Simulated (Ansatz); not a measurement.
Born–Oppenheimer molecular dynamics of a periodic cell of 20 atoms, CsCaH₃ (start crystal CsCaH3, start structure Pm-3m, volume 1 times the crystal's). It starts from a structure without forces on its atoms.

All numbers below come from DFT LDA, scalar-relativistic, plane waves, PAW (Ansatz). Settings: cutoff 420 eV, k mesh 2x2x2, fermi-dirac smearing 0.3 eV, no spin polarisation.

```yaml
ensemble: NVT, Langevin thermostat
time_step: 0.56 fs
steps_asked: 120
set_temperature: 3500 K
friction: 0.02 /fs
seed: 251946
```

Frames 0.56 fs apart, positions in Å, forces in eV/Å.

Velocities at 33.6 fs (Å/ps):

```
Cs -3.49 1.46 0.69
Ca -3.25 -14.32 1.71
H 37.72 102.54 31.82
H 13.76 -13.97 -60.84
H -2.92 -33.38 73.70
Cs -2.38 -2.44 -0.33
Ca 3.74 -6.23 3.58
H 17.76 1.76 -57.33
H -60.67 4.90 -29.34
H -25.61 -3.43 -80.21
Cs 4.22 5.17 -3.89
Ca -0.16 -3.43 10.27
H 5.62 72.03 22.64
H -22.14 -18.44 5.36
H -48.03 -28.25 28.86
Cs -2.09 1.33 -4.16
Ca -1.63 -7.84 8.60
H -63.96 -0.29 16.80
H 53.29 -30.86 -2.60
H 15.60 -21.18 -0.92
```

```xyz
20
Lattice="-4.6212 4.6212 4.6212 4.6212 -4.6212 4.6212 4.6212 4.6212 -4.6212" Properties=species:S:1:pos:R:3:forces:R:3 time_fs=33.6 energy_less_start_eV=5.509 T=1903
Cs -0.206 0.094 0.037 -0.33 -0.23 -0.33
Ca 2.338 1.710 2.252 -0.37 1.17 1.12
H 2.669 -0.328 2.391 -0.03 1.05 0.35
H -0.478 1.599 2.500 1.36 -0.06 -0.37
H 3.138 2.106 0.567 -0.61 0.71 -1.61
Cs -0.069 -0.054 4.551 0.04 -0.05 0.91
Ca 2.320 2.042 -2.140 -0.74 0.72 -0.02
H -2.379 4.458 2.727 -0.15 0.41 -0.33
H 4.266 -2.262 2.655 0.84 -0.20 -0.11
H 2.243 2.689 4.217 0.24 -0.57 0.81
Cs 0.156 4.887 -0.097 -1.36 -0.37 1.18
Ca 2.081 -2.141 2.262 0.02 -1.61 0.30
H 1.928 4.336 2.705 0.24 0.18 -0.74
H 4.341 2.583 -1.795 0.36 -0.20 -0.71
H -1.853 3.158 4.931 -1.09 -1.19 -0.46
Cs 4.493 0.117 -0.119 1.43 -0.29 0.11
Ca -2.329 2.256 2.548 -0.27 0.44 -0.19
H 1.668 4.714 -1.692 1.55 -0.49 -1.07
H 4.996 1.829 2.009 -1.02 0.18 0.33
H 2.404 -2.662 4.280 -0.12 0.39 0.84
20
Lattice="-4.6212 4.6212 4.6212 4.6212 -4.6212 4.6212 4.6212 4.6212 -4.6212" Properties=species:S:1:pos:R:3:forces:R:3 time_fs=34.2 energy_less_start_eV=5.657 T=1716
Cs -0.209 0.095 0.037 -0.34 -0.25 -0.37
Ca 2.336 1.702 2.252 -0.56 1.31 1.24
H 2.689 -0.270 2.407 -0.10 0.37 0.33
H -0.469 1.591 2.465 1.29 -0.05 -0.32
H 3.135 2.088 0.607 -0.47 0.80 -1.86
Cs -0.071 -0.056 4.551 0.03 -0.04 0.89
Ca 2.321 2.039 -2.138 -0.80 0.71 -0.05
H -2.368 4.460 2.695 -0.16 0.39 -0.30
H 4.233 -2.255 2.638 0.93 -0.22 -0.09
H 2.229 2.684 4.174 0.25 -0.50 0.91
Cs 0.158 4.890 -0.099 -1.47 -0.33 1.30
Ca 2.081 -2.143 2.268 0.05 -1.28 0.37
H 1.930 4.375 2.715 0.25 0.20 -0.75
H 4.324 2.573 -1.791 0.42 -0.17 -0.69
H -1.883 3.143 4.946 -1.00 -1.09 -0.55
Cs 4.492 0.118 -0.121 1.36 -0.36 0.13
Ca -2.329 2.252 2.553 -0.13 0.44 -0.16
H 1.637 4.712 -1.684 1.68 -0.51 -1.18
H 5.024 1.812 2.004 -1.10 0.18 0.30
H 2.410 -2.670 4.281 -0.13 0.40 0.84
20
Lattice="-4.6212 4.6212 4.6212 4.6212 -4.6212 4.6212 4.6212 4.6212 -4.6212" Properties=species:S:1:pos:R:3:forces:R:3 time_fs=34.7 energy_less_start_eV=5.809 T=1736
Cs -0.211 0.096 0.037 -0.34 -0.26 -0.41
Ca 2.333 1.696 2.253 -0.77 1.48 1.35
H 2.709 -0.213 2.427 -0.14 -0.27 0.33
H -0.453 1.581 2.431 1.18 -0.02 -0.27
H 3.131 2.071 0.643 -0.33 0.88 -2.12
Cs -0.073 -0.056 4.551 0.03 -0.04 0.88
Ca 2.323 2.036 -2.135 -0.86 0.70 -0.07
H -2.358 4.464 2.665 -0.17 0.35 -0.27
H 4.200 -2.243 2.619 1.02 -0.24 -0.07
H 2.218 2.679 4.135 0.25 -0.42 1.01
Cs 0.160 4.893 -0.102 -1.54 -0.31 1.39
Ca 2.080 -2.146 2.273 0.03 -1.01 0.44
H 1.935 4.411 2.718 0.25 0.21 -0.75
H 4.305 2.562 -1.786 0.49 -0.13 -0.67
H -1.919 3.126 4.958 -0.89 -0.99 -0.64
Cs 4.491 0.119 -0.122 1.29 -0.43 0.15
Ca -2.329 2.247 2.558 0.02 0.44 -0.14
H 1.616 4.708 -1.682 1.77 -0.53 -1.26
H 5.048 1.798 1.998 -1.15 0.18 0.28
H 2.415 -2.678 4.282 -0.14 0.40 0.84
20
Lattice="-4.6212 4.6212 4.6212 4.6212 -4.6212 4.6212 4.6212 4.6212 -4.6212" Properties=species:S:1:pos:R:3:forces:R:3 time_fs=35.3 energy_less_start_eV=5.941 T=1785
Cs -0.215 0.097 0.036 -0.34 -0.28 -0.45
Ca 2.329 1.690 2.254 -0.99 1.73 1.40
H 2.732 -0.155 2.452 -0.14 -0.91 0.34
H -0.429 1.572 2.403 1.05 0.03 -0.22
H 3.128 2.051 0.669 -0.21 0.95 -2.34
Cs -0.075 -0.057 4.552 0.03 -0.04 0.87
Ca 2.325 2.033 -2.132 -0.91 0.72 -0.09
H -2.354 4.473 2.636 -0.17 0.29 -0.25
H 4.169 -2.230 2.599 1.12 -0.26 -0.04
H 2.209 2.676 4.099 0.25 -0.35 1.12
Cs 0.161 4.895 -0.103 -1.55 -0.28 1.42
Ca 2.080 -2.150 2.278 0.00 -0.80 0.51
H 1.941 4.447 2.714 0.24 0.23 -0.75
H 4.293 2.553 -1.784 0.54 -0.10 -0.65
H -1.960 3.101 4.966 -0.78 -0.87 -0.73
Cs 4.490 0.121 -0.124 1.23 -0.52 0.16
Ca -2.329 2.242 2.564 0.20 0.43 -0.13
H 1.604 4.704 -1.690 1.80 -0.54 -1.28
H 5.069 1.784 1.996 -1.21 0.18 0.24
H 2.419 -2.685 4.284 -0.15 0.41 0.85
20
Lattice="-4.6212 4.6212 4.6212 4.6212 -4.6212 4.6212 4.6212 4.6212 -4.6212" Properties=species:S:1:pos:R:3:forces:R:3 time_fs=35.8 energy_less_start_eV=6.061 T=1653
Cs -0.218 0.097 0.036 -0.35 -0.29 -0.48
Ca 2.326 1.684 2.256 -1.20 2.05 1.38
H 2.758 -0.098 2.473 -0.09 -1.54 0.37
H -0.404 1.568 2.381 0.93 0.07 -0.18
H 3.127 2.031 0.686 -0.13 1.00 -2.47
Cs -0.077 -0.058 4.552 0.03 -0.03 0.87
Ca 2.326 2.030 -2.128 -0.92 0.75 -0.10
H -2.352 4.481 2.606 -0.17 0.22 -0.22
H 4.139 -2.218 2.575 1.23 -0.28 -0.02
H 2.202 2.674 4.072 0.25 -0.29 1.20
Cs 0.164 4.897 -0.105 -1.53 -0.27 1.42
Ca 2.080 -2.154 2.284 -0.06 -0.64 0.58
H 1.948 4.486 2.707 0.23 0.24 -0.73
H 4.289 2.549 -1.784 0.56 -0.09 -0.63
H -2.002 3.070 4.974 -0.68 -0.76 -0.83
Cs 4.489 0.122 -0.125 1.18 -0.61 0.17
Ca -2.330 2.238 2.569 0.36 0.42 -0.12
H 1.597 4.694 -1.703 1.80 -0.55 -1.26
H 5.090 1.769 1.994 -1.27 0.18 0.22
H 2.419 -2.685 4.291 -0.16 0.41 0.85
20
Lattice="-4.6212 4.6212 4.6212 4.6212 -4.6212 4.6212 4.6212 4.6212 -4.6212" Properties=species:S:1:pos:R:3:forces:R:3 time_fs=36.4 energy_less_start_eV=6.160 T=1582
Cs -0.222 0.098 0.035 -0.35 -0.31 -0.50
Ca 2.324 1.678 2.258 -1.40 2.40 1.30
H 2.782 -0.048 2.486 0.00 -2.09 0.41
H -0.376 1.567 2.356 0.82 0.10 -0.12
H 3.130 2.014 0.698 -0.09 1.04 -2.54
Cs -0.080 -0.059 4.553 0.03 -0.02 0.86
Ca 2.328 2.026 -2.125 -0.92 0.80 -0.11
H -2.352 4.489 2.575 -0.17 0.15 -0.19
H 4.114 -2.211 2.549 1.34 -0.29 0.01
H 2.204 2.674 4.051 0.24 -0.24 1.26
Cs 0.166 4.899 -0.106 -1.48 -0.25 1.40
Ca 2.080 -2.157 2.289 -0.14 -0.55 0.67
H 1.956 4.522 2.700 0.22 0.24 -0.72
H 4.289 2.548 -1.786 0.55 -0.08 -0.62
H -2.047 3.034 4.981 -0.57 -0.65 -0.94
Cs 4.488 0.123 -0.125 1.13 -0.71 0.17
Ca -2.330 2.233 2.573 0.50 0.41 -0.13
H 1.591 4.680 -1.720 1.78 -0.56 -1.23
H 5.109 1.755 1.988 -1.32 0.17 0.20
H 2.418 -2.680 4.307 -0.16 0.41 0.83
20
Lattice="-4.6212 4.6212 4.6212 4.6212 -4.6212 4.6212 4.6212 4.6212 -4.6212" Properties=species:S:1:pos:R:3:forces:R:3 time_fs=37.0 energy_less_start_eV=6.215 T=1564
Cs -0.225 0.098 0.034 -0.35 -0.32 -0.53
Ca 2.321 1.674 2.261 -1.56 2.70 1.15
H 2.806 -0.008 2.497 0.10 -2.53 0.44
H -0.347 1.565 2.330 0.71 0.14 -0.05
H 3.130 1.994 0.698 -0.11 1.07 -2.54
Cs -0.083 -0.060 4.553 0.02 -0.02 0.85
Ca 2.329 2.022 -2.121 -0.91 0.86 -0.11
H -2.354 4.501 2.546 -0.16 0.06 -0.16
H 4.098 -2.205 2.529 1.42 -0.30 0.02
H 2.212 2.676 4.030 0.23 -0.19 1.33
Cs 0.169 4.901 -0.107 -1.42 -0.24 1.37
Ca 2.080 -2.161 2.295 -0.20 -0.50 0.79
H 1.964 4.557 2.697 0.21 0.24 -0.71
H 4.290 2.549 -1.794 0.55 -0.08 -0.61
H -2.100 2.993 4.988 -0.46 -0.54 -1.06
Cs 4.488 0.124 -0.126 1.10 -0.80 0.17
Ca -2.329 2.229 2.576 0.64 0.41 -0.14
H 1.591 4.670 -1.740 1.74 -0.56 -1.18
H 5.126 1.744 1.988 -1.37 0.17 0.17
H 2.421 -2.679 4.327 -0.17 0.43 0.79
20
Lattice="-4.6212 4.6212 4.6212 4.6212 -4.6212 4.6212 4.6212 4.6212 -4.6212" Properties=species:S:1:pos:R:3:forces:R:3 time_fs=37.5 energy_less_start_eV=6.189 T=1810
Cs -0.227 0.099 0.034 -0.34 -0.35 -0.56
Ca 2.319 1.671 2.264 -1.64 2.89 0.97
H 2.832 0.020 2.510 0.17 -2.80 0.47
H -0.311 1.563 2.305 0.59 0.18 0.02
H 3.125 1.975 0.687 -0.16 1.08 -2.48
Cs -0.086 -0.061 4.555 0.02 -0.02 0.84
Ca 2.330 2.017 -2.117 -0.90 0.94 -0.11
H -2.357 4.519 2.516 -0.15 -0.06 -0.14
H 4.085 -2.199 2.510 1.48 -0.31 0.02
H 2.228 2.671 4.014 0.22 -0.14 1.40
Cs 0.172 4.902 -0.108 -1.33 -0.25 1.30
Ca 2.080 -2.164 2.302 -0.24 -0.47 0.92
H 1.974 4.593 2.693 0.19 0.23 -0.69
H 4.292 2.552 -1.809 0.54 -0.08 -0.58
H -2.159 2.952 4.995 -0.36 -0.44 -1.18
Cs 4.487 0.125 -0.128 1.08 -0.89 0.17
Ca -2.328 2.223 2.579 0.76 0.42 -0.17
H 1.599 4.661 -1.767 1.66 -0.56 -1.08
H 5.139 1.731 1.992 -1.41 0.17 0.13
H 2.425 -2.683 4.350 -0.19 0.45 0.74
20
Lattice="-4.6212 4.6212 4.6212 4.6212 -4.6212 4.6212 4.6212 4.6212 -4.6212" Properties=species:S:1:pos:R:3:forces:R:3 time_fs=38.1 energy_less_start_eV=6.099 T=1803
Cs -0.229 0.099 0.034 -0.33 -0.38 -0.58
Ca 2.316 1.668 2.267 -1.65 2.94 0.73
H 2.857 0.036 2.529 0.21 -2.91 0.48
H -0.267 1.567 2.283 0.47 0.22 0.09
H 3.119 1.965 0.669 -0.24 1.07 -2.35
Cs -0.090 -0.061 4.556 0.01 -0.01 0.83
Ca 2.331 2.012 -2.113 -0.89 1.06 -0.10
H -2.361 4.540 2.486 -0.14 -0.22 -0.12
H 4.070 -2.192 2.485 1.55 -0.32 0.02
H 2.248 2.666 3.998 0.21 -0.09 1.46
Cs 0.174 4.903 -0.109 -1.20 -0.25 1.20
Ca 2.079 -2.166 2.308 -0.30 -0.46 1.03
H 1.985 4.628 2.688 0.17 0.21 -0.67
H 4.291 2.563 -1.828 0.55 -0.09 -0.55
H -2.222 2.914 4.999 -0.27 -0.36 -1.28
Cs 4.487 0.127 -0.129 1.07 -0.96 0.17
Ca -2.327 2.217 2.583 0.87 0.42 -0.20
H 1.613 4.646 -1.801 1.55 -0.54 -0.95
H 5.149 1.720 2.000 -1.45 0.18 0.10
H 2.430 -2.696 4.375 -0.22 0.48 0.69
20
Lattice="-4.6212 4.6212 4.6212 4.6212 -4.6212 4.6212 4.6212 4.6212 -4.6212" Properties=species:S:1:pos:R:3:forces:R:3 time_fs=38.6 energy_less_start_eV=5.981 T=1920
Cs -0.231 0.099 0.034 -0.32 -0.41 -0.61
Ca 2.312 1.665 2.271 -1.59 2.88 0.43
H 2.884 0.044 2.554 0.21 -2.88 0.46
H -0.221 1.570 2.262 0.35 0.26 0.15
H 3.120 1.960 0.649 -0.35 1.06 -2.17
Cs -0.093 -0.060 4.558 0.01 -0.02 0.82
Ca 2.332 2.007 -2.110 -0.88 1.17 -0.09
H -2.371 4.560 2.458 -0.12 -0.36 -0.09
H 4.056 -2.189 2.461 1.63 -0.32 0.02
H 2.268 2.661 3.982 0.20 -0.03 1.53
Cs 0.176 4.904 -0.110 -1.07 -0.27 1.11
Ca 2.078 -2.168 2.315 -0.35 -0.44 1.12
H 2.002 4.662 2.678 0.15 0.19 -0.65
H 4.290 2.573 -1.852 0.55 -0.10 -0.52
H -2.288 2.881 5.001 -0.19 -0.29 -1.35
Cs 4.487 0.129 -0.131 1.08 -1.03 0.17
Ca -2.327 2.210 2.585 0.96 0.42 -0.24
H 1.634 4.633 -1.833 1.44 -0.52 -0.83
H 5.155 1.712 2.009 -1.47 0.18 0.08
H 2.430 -2.708 4.402 -0.24 0.51 0.64
20
Lattice="-4.6212 4.6212 4.6212 4.6212 -4.6212 4.6212 4.6212 4.6212 -4.6212" Properties=species:S:1:pos:R:3:forces:R:3 time_fs=39.2 energy_less_start_eV=5.802 T=2149
Cs -0.234 0.099 0.034 -0.32 -0.43 -0.63
Ca 2.309 1.663 2.275 -1.45 2.71 0.11
H 2.920 0.045 2.583 0.16 -2.72 0.41
H -0.178 1.570 2.239 0.25 0.30 0.22
H 3.127 1.962 0.620 -0.50 1.03 -1.93
Cs -0.097 -0.060 4.559 0.01 -0.03 0.80
Ca 2.332 2.002 -2.107 -0.84 1.29 -0.07
H -2.385 4.576 2.428 -0.10 -0.49 -0.07
H 4.044 -2.186 2.442 1.70 -0.33 0.01
H 2.291 2.651 3.972 0.19 0.02 1.59
Cs 0.180 4.905 -0.111 -0.94 -0.28 1.03
Ca 2.078 -2.170 2.322 -0.39 -0.42 1.19
H 2.019 4.694 2.662 0.12 0.15 -0.61
H 4.294 2.582 -1.879 0.53 -0.11 -0.48
H -2.356 2.848 5.004 -0.13 -0.24 -1.42
Cs 4.486 0.131 -0.131 1.10 -1.09 0.15
Ca -2.326 2.204 2.588 0.97 0.41 -0.30
H 1.662 4.621 -1.865 1.32 -0.50 -0.70
H 5.149 1.704 2.014 -1.42 0.20 0.08
H 2.424 -2.718 4.426 -0.26 0.53 0.61
```

Of the whole run (67 fs, mean temperature of the second half 2408 K): The mean temperature of the second half is 31 % below the set value. A run of 0.067 ps of so small a system gives no equilibrium averages.

Time of the run: 17 min on 1 thread of Arm Neoverse V1, with other jobs on the host, peak memory 0.74 GiB.
